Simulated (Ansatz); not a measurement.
**SnTe (SMILES [Sn][Te]): B3LYP/STO-3G**

Aim: the electronic atomisation energy of SnTe at B3LYP/STO-3G, from 3 runs. 

Program for the calculation: Ansatz 0.2.0.

45 further runs of the same task are left out: 16 that didn't finish, 29 set aside as unsound or not needed.

## (1) The structure to begin with

SnTe: 2 atoms, total charge 0, spin state singlet. As SMILES, `[Sn][Te]`. Geometry: relaxed at PBE0-D4/def2-TZVP.

Bond lengths: Sn1–Te2 2.518 Å.

## (2) The energy at B3LYP/STO-3G

File input.yaml:

```yaml
crystal:
  periodic: [false, false, false]
  atoms:
    - {symbol: Sn, position_ang: [0.000000, 0.000000, 0.009440]}
    - {symbol: Te, position_ang: [-0.000000, -0.000000, 2.527330]}
basis:
  gaussian: {orbitals: STO-3G}
hamiltonian: {xc: {name: B3LYP}}
accuracy: high
```

On the command line:

```
$ ansatz run input.yaml --threads 1 --pin off --max-ram 3480MiB --events-out events.jsonl --progress --plain --runs-dir runs
```

Standard output:

```text
Warning: RAYON_NUM_THREADS=1 ignored (pool sized by the plan → 1); use --threads N
Functional definition: B3LYP
  name "B3LYP"
  parameter a0 = 0.2
  parameter ax = 0.72
  parameter ac = 0.81
  exchange = (1 - a0 - ax)*slater_x + ax*b88_x + a0*exact_x
  correlation = (1 - ac)*vwn_rpa_c + ac*lyp_c
827 factors; integrals over basis functions are off by at most 4.7e-9 eV
mean field evaluation 1: about -340535.9112 eV, gradient 1.9e1 eV
mean field evaluation 2: about -340499.7410 eV, gradient 7.3e1 eV
mean field evaluation 4: about -340539.0961 eV, gradient 7.5e-1 eV
mean field evaluation 8: about -340539.1006 eV, gradient 6.9e-2 eV
mean field evaluation 16: about -340539.1007 eV, gradient 4.9e-8 eV
mean field -340539.10065846 eV, -12514.5811235056 hartree, gradient 4.9e-8 eV, S^2 0.000000; 0 other end points of the search recorded, 0 dependent functions left out
reference -340539.10068639 eV, -12514.5811245318 hartree; 51, 51 occupied and 3, 3 virtual orbitals, 827 factors
Total energy: -340539.10068639 eV, -12514.5811245318 hartree
```

It took 2.1 s on 1 thread of AMD EPYC 9R14 (Zen 4), shared host; peak memory 0.19 GiB.

## (3) The Sn atom at the same level

File input.yaml:

```yaml
crystal:
  periodic: [false, false, false]
  atoms:
    - symbol: Sn
      position_ang: [0.000000, 0.000000, 0.000000]
basis:
  gaussian:
    orbitals: STO-3G
accuracy: high
magnetization:
  spin_polarized: true
  initial_magnetization: 2
hamiltonian:
  xc: {name: B3LYP}
```

Run the same way, it converges to -5965.17871 Eh (log not shown).

## (4) The Te atom

File job.yaml:

```yaml
crystal:
  periodic: [false, false, false]
  atoms:
    - {symbol: Te, position_ang: [0.000000, 0.000000, 0.000000]}
basis:
  gaussian:
    orbitals: STO-3G
magnetization:
  spin_polarized: true
  initial_magnetization: 2
hamiltonian:
  xc: {name: B3LYP}
accuracy: high
```

Run the same way, it converges to -6549.18397 Eh (log not shown).

## (5) Results

At B3LYP/STO-3G:

| quantity | value |
| --- | --- |
| molecule: total energy | -12514.58112 Eh |
| Sn atom: total energy | -5965.17871 Eh |
| Sn atom: ⟨S²⟩ | 2.000 |
| Te atom: total energy | -6549.18397 Eh |
| Te atom: ⟨S²⟩ | 2.000 |
| electronic atomisation energy | 5.944 eV |

**Reading.** Taking the molecule apart into free atoms costs 5.94 eV (137 kcal/mol), before zero-point energy and without spin-orbit coupling. In a minimal basis such a difference can be off by several eV, whatever the method. Relativity is left out (molecule) although the molecule holds a heavy atom. Relativity is left out (Sn atom) although the molecule holds a heavy atom. Relativity is left out (Te atom) although the molecule holds a heavy atom.
